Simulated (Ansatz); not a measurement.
# ClGe2H6: the cost of one run

Program: Ansatz 0.2.0. Level of theory: UHF/def2-SVP. These are calculated values, not measurements.

### 1 The system as given

Bond lengths: Ge1–Cl2 2.470 Å, Ge1–H3 1.550 Å, Ge1–Ge4 2.398 Å, Ge4–H5 1.550 Å, Ge4–H6 1.550 Å, Ge4–H7 1.550 Å, Ge1–H8 1.549 Å. Angles: Cl2–Ge1–H3 109.5°, Cl2–Ge1–Ge4 109.5°, Cl2–Ge1–H8 109.5°, H3–Ge1–Ge4 109.5°, H3–Ge1–H8 109.5°, Ge4–Ge1–H8 109.5°, Ge1–Ge4–H5 109.5°, Ge1–Ge4–H6 109.5°, Ge1–Ge4–H7 109.5°, H5–Ge4–H6 109.4°, H5–Ge4–H7 109.4°, H6–Ge4–H7 109.4°.

Coordinates:

```xyz
9

Ge    0.0000    0.0000    0.0000
Cl    0.0000    0.0000    2.4700
H     1.4616    0.0000   -0.5162
Ge   -1.1304    1.9584   -0.7992
H    -2.6003    1.6043   -1.1405
H    -1.1048    3.0541    0.2968
H    -0.4177    2.4843   -2.0712
H    -0.7300   -1.2648   -0.5162
H     0.0000    0.0000    4.1400
```

### 2 Pulling towards end A

Springs on the bonds that form and break draw the guess towards this end; the thresholds are loose.

Input file input.yaml:

```yaml
crystal:
  periodic: [false, false, false]
  atoms:
    - { symbol: Ge, position_ang: [0.0, 0.0, 0.0] }
    - { symbol: Cl, position_ang: [0.0, 0.0, 2.47] }
    - { symbol: H, position_ang: [1.4616, 0.0, -0.5162] }
    - { symbol: Ge, position_ang: [-1.1304, 1.9584, -0.7992] }
    - { symbol: H, position_ang: [-2.6003, 1.6043, -1.1405] }
    - { symbol: H, position_ang: [-1.1048, 3.0541, 0.2968] }
    - { symbol: H, position_ang: [-0.4177, 2.4843, -2.0712] }
    - { symbol: H, position_ang: [-0.73, -1.2648, -0.5162] }
    - { symbol: H, position_ang: [0.0, 0.0, 4.14] }
magnetization:
  spin_polarized: true
  initial_magnetization: 1
basis:
  gaussian: { orbitals: def2-SVP }
hamiltonian:
  xc: hf
relax:
  f_tol: 0.15
  max_steps: 25
  restrain:
    - { distance: [1, 8], at: 2.57, k: 30.0 }
    - { distance: [0, 1], at: 2.22, k: 30.0 }
```

The run is started by

```sh
$ ansatz run input.yaml --threads 4 --pin off --max-ram 5120MiB --backend cpu --events-out ev --progress --plain --runs-dir out
```

**Question.** How long does this run take on 4 threads of Arm Neoverse V1, shared host, and how much memory does it need?

About 14 s, with a peak of 0.39 GiB.
